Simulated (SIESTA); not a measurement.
The system is TiSi6Mo2.

```xyz
9
Lattice="2.3560 -4.0450 0.0000 2.3560 4.0450 0.0000 0.0000 0.0000 6.4871" Properties=species:S:1:pos:R:3 pbc="T T T"
Mo    1.1780    2.0225    5.3965
Mo    1.1780   -2.0225    1.0905
Ti    2.3560    0.0000    3.2435
Si    1.1416   -0.6658    5.3919
Si    3.5704   -0.6658    1.0952
Si    2.3560   -2.7688    3.2435
Si    3.5704    0.6658    5.3919
Si    1.1416    0.6658    1.0952
Si    2.3560    2.7688    3.2435
```

The cell comes from a database or a generator and needn't be the stable form of this composition.

- Program: SIESTA 5.4.2
- Task: single point
- Functional: PBEsol
- Potentials or basis: PseudoDojo 0.4 standard (PBEsol files)
- Basis: DZP (energy shift 0.003 Ry; two zetas on semicore shells)
- Grid cutoff: 800 Ry
- Energy shift: 0.003 Ry
- k mesh: 7 × 7 × 4
- Occupations: fermi-dirac, width 0.05 eV
- Spin: no spin polarisation

On this cell: pressure -3.4 GPa; largest force 0.105 eV/Å; band gap on the k mesh none (metal or under the smearing width).

The same run follows on a disturbed copy (atoms moved at random, drawn with an rms of 0.05 Å):

```
CELL_PARAMETERS angstrom
2.35598 -4.04495 0.00000
2.35598 4.04495 0.00000
0.00000 0.00000 6.48705
ATOMIC_POSITIONS crystal
Mo 0.99391 0.49198 0.82983
Mo 0.49799 0.00260 0.15865
Ti 0.49383 0.49372 0.50485
Si 0.33499 0.16576 0.83459
Si 0.84156 0.67283 0.17085
Si 0.84475 0.16451 0.50323
Si 0.66986 0.83156 0.82681
Si 0.16332 0.33049 0.16512
Si 0.15472 0.83760 0.50200
```

Task: What changes?

Result: The energy (extrapolated to zero smearing) moves by +12.2 meV/atom; pressure -3.0 GPa; largest force 1.245 eV/Å; band gap on the k mesh none (metal or under the smearing width).

Forces in eV/Å, atoms in the order of the input:
```
Mo   0.476  0.145  0.251
Mo  -0.101 -0.492  1.139
Ti   0.245 -0.008 -0.759
Si  -0.453  0.257 -0.331
Si  -0.076  0.314 -0.169
Si  -0.497 -0.214 -0.636
Si   0.243 -0.010  0.398
Si  -0.124 -0.123  0.238
Si   0.288  0.131 -0.130
```

Stress tensor (GPa, compression positive):
```
-4.12  0.45  0.31
 0.45 -2.90 -0.34
 0.31 -0.34 -2.13
```

Caveats: the basis of atomic orbitals isn't converged, which shifts pressures, moduli and gaps.
